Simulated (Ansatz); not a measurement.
The system is Ta3N.

```xyz
4
Lattice="3.0322 0.0000 0.0000 -1.5161 2.6260 0.0000 0.0000 0.0000 7.5241" Properties=species:S:1:pos:R:3 pbc="T T T"
Ta    1.5161    0.8753    6.2155
Ta    0.0000    1.7507    1.3087
Ta    0.0000    0.0000    3.7621
N     0.0000    0.0000    0.0000
```

The cell comes from a database or a generator and needn't be the stable form of this composition.

Base run:

* Program: Ansatz 0.2.0
* Functional: PBEsol
* Potentials or basis: all-electron LAPW, scalar-relativistic
* Cutoff: 336 eV
* Density cutoff: 1344 eV
* Basis error allowed: 0.002 eV/atom
* k mesh: 10 × 10 × 4
* Occupations: fermi-dirac, width 0.05 eV
* Spin: no spin polarisation
* Hubbard terms: Ta d U = 8 eV

Its results: band gap on the k mesh none (metal or under the smearing width); pressure 7.7 GPa; largest force 0.789 eV/Å.

**Question.** The run is repeated on the same cell with these changes: hubbard terms from Ta d U = 8 eV to Ta d U = 4 eV. What comes out?

**Answer.** Band gap on the k mesh none (metal or under the smearing width); pressure -4.5 GPa; largest force 0.284 eV/Å.

Caveats: U is the effective U less J, on atomic orbitals that reach past the spheres; U without spin polarisation on a metal has little footing.

Not every run made on this cell is shown here.
